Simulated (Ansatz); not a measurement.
# AlGa3Sb4: the cost of one run

Method: DFT PBE, scalar-relativistic, plane waves, PAW, in Ansatz 0.2.0.

### Step 1. The system as given

Symmetry: I-42m, No. 121, tetragonal system. Conventional cell: a = 6.217 Å, b = 6.217 Å, c = 12.434 Å, α = 90.00°, β = 90.00°, γ = 90.00°. Al (site symmetry -42m) has 4 Sb at 2.69 Å in its first shell of neighbours. Around Ga (site symmetry -4) lie 4 Sb at 2.69 Å. Ga (site symmetry -42m) is surrounded by 4 Sb at 2.69 Å. Sb (site symmetry m) has 3 Ga at 2.69 Å and 1 Al at 2.69 Å in its first shell of neighbours.

As a file:

```cif
data_structure
_symmetry_space_group_name_H-M 'P 1'
_symmetry_Int_Tables_number 1
_cell_length_a 7.6140
_cell_length_b 7.6140
_cell_length_c 7.6140
_cell_angle_alpha 131.811
_cell_angle_beta 131.811
_cell_angle_gamma 70.528
_cell_volume 240.26
loop_
_atom_site_label
_atom_site_type_symbol
_atom_site_fract_x
_atom_site_fract_y
_atom_site_fract_z
_atom_site_occupancy
Al1 Al 0.00000 0.00000 0.00000 1
Ga1 Ga 0.75000 0.25000 0.50000 1
Ga2 Ga 0.50000 0.50000 0.00000 1
Ga3 Ga 0.25000 0.75000 0.50000 1
Sb1 Sb 0.37541 0.37541 0.50075 1
Sb2 Sb 0.12535 0.62459 0.00000 1
Sb3 Sb 0.87465 0.87465 0.49925 1
Sb4 Sb 0.62459 0.12535 0.00000 1
```

The start is the relaxed end of an invented cell (made as: elements ordered on the sites of the AlSb type, Al/Ga on Al (I-42m, No. 121)), taken up again for a closer look.

### Step 2. The guess as it stands, on a coarse mesh

Input file input.yaml:

```yaml
crystal:
  lattice:
    - [-3.1083483, 3.1083483, 6.2168426]
    - [3.1083483, -3.1083483, 6.2168426]
    - [3.1083483, 3.1083483, -6.2168426]
  atoms:
    - { symbol: Al, position: [0.0, 0.0, 0.0] }
    - { symbol: Ga, position: [0.75, 0.25, 0.5] }
    - { symbol: Ga, position: [0.5, 0.5, 0.0] }
    - { symbol: Ga, position: [0.25, 0.75, 0.5] }
    - { symbol: Sb, position: [0.375406, 0.375406, 0.500752] }
    - { symbol: Sb, position: [0.125346, 0.624594, 0.0] }
    - { symbol: Sb, position: [0.874654, 0.874654, 0.499248] }
    - { symbol: Sb, position: [0.624594, 0.125346, 0.0] }
basis:
  ecutwfc: 420
kpoints:
  mp_grid: { grid: [4, 4, 4] }
hamiltonian:
  xc: pbe
scf:
  occupations: { method: gaussian, width: 0.1 }
  lower_state_search: "off"
output:
  forces: true
  stress: true
  eigenvalues: true
```

Launch:

```
ansatz run input.yaml --threads 4 --pin off --max-ram 8192MiB --backend cpu --events-out ev --progress --plain --runs-dir out
```

**Question.** How long does this run take on 4 threads of Intel Xeon 6975P-C (Granite Rapids), shared host, and how much memory does it need?

About 3.1 s, with a peak of 0.77 GiB.
